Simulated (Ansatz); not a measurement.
YbB2:

```
Yb B
1.0
     3.25030    0.00000    0.00000
    -1.62515    2.81484    0.00000
     0.00000    0.00000    3.73150
Yb B
1 2
Direct
  0.00000 0.00000 0.00000
  0.66667 0.33333 0.50000
  0.33333 0.66667 0.50000
```

```yaml
Program: Ansatz 0.2.0
Task: single point
Functional: PBE
Potentials_or_basis: Ansatz PAW
Cutoff: "420 eV (not typed: the program's choice for these potentials)"
k_mesh: 9 × 9 × 7
Occupations: fermi-dirac, width 0.05 eV
Spin: collinear spin, ferromagnetic start
Starting_moments: "[1.0, 0.0, 0.0] μB"
```

On this cell: pressure 2.3 GPa; largest force under 0.003 eV/Å; net moment 0.00 μB per cell; band gap on the k mesh none (metal or under the smearing width).

The same run follows on a disturbed copy (atoms moved at random, drawn with an rms of 0.05 Å):

```
CELL_PARAMETERS angstrom
3.25030 0.00000 0.00000
-1.62515 2.81484 0.00000
0.00000 0.00000 3.73150
ATOMIC_POSITIONS crystal
Yb 0.00711 0.00520 0.01798
B 0.65320 0.32791 0.49072
B 0.32659 0.65999 0.50286
```

Question: What does the disturbed cell give?

Answer: The energy (extrapolated to zero smearing) moves by +14.9 meV/atom; pressure 2.8 GPa; largest force 0.785 eV/Å; net moment 0.00 μB per cell; band gap on the k mesh none (metal or under the smearing width).

Forces on the atoms (eV/Å):
```
Yb  -0.240 -0.203 -0.720
B    0.291  0.074  0.673
B   -0.052  0.129  0.047
```

Stress tensor (GPa, compression positive):
```
-0.12  0.51  0.51
 0.51 -0.05  0.41
 0.51  0.41  8.49
```

Caveats: spin-orbit coupling is left out, which moves the levels of the heavy elements; without U or exact exchange the open f shell lies at the Fermi level, which spoils levels, moments and volumes; the starting moments weren't kept.
